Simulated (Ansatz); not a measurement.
# V: the cost of one run

Program: Ansatz 0.2.0. Level of theory: DFT r²SCAN, scalar-relativistic, plane waves, PAW (the target; the first runs use scalar-relativistic PBE). These are calculated values, not measurements.

## Step 1: The system as given

It takes space group Im-3m (No. 229, cubic). The conventional cell has a = 3.020 Å, b = 3.020 Å, c = 3.020 Å, α = 90.00°, β = 90.00°, γ = 90.00°. V (site symmetry m-3m) is surrounded by 8 V at 2.62 Å.

As a file:

```
CELL_PARAMETERS angstrom
-1.51000 1.51000 1.51000
1.51000 -1.51000 1.51000
1.51000 1.51000 -1.51000
ATOMIC_POSITIONS crystal
V 0.00000 0.00000 0.00000
```

The moments start at V 1.00 μB.

## Step 2: At the starting volume (PBE, 10×10×10 mesh)

File input.yaml:

```yaml
crystal:
  lattice:
    - [-1.51, 1.51, 1.51]
    - [1.51, -1.51, 1.51]
    - [1.51, 1.51, -1.51]
  atoms:
    - { symbol: V, position: [0.0, 0.0, 0.0], spin: 1.0 }
basis:
  ecutwfc: 420
  ecutrho_ratio: 4
kpoints:
  mp_grid: { grid: [10, 10, 10] }
hamiltonian:
  xc: pbe
scf:
  occupations: { method: gaussian, width: 0.05 }
output:
  forces: true
  stress: true
  eigenvalues: true
  populations: true
magnetization:
  spin_polarized: true
```

What time and memory should one allow on 2 threads of an Arm CPU, shared host?

About 1.4 s, with a peak of 0.27 GiB.
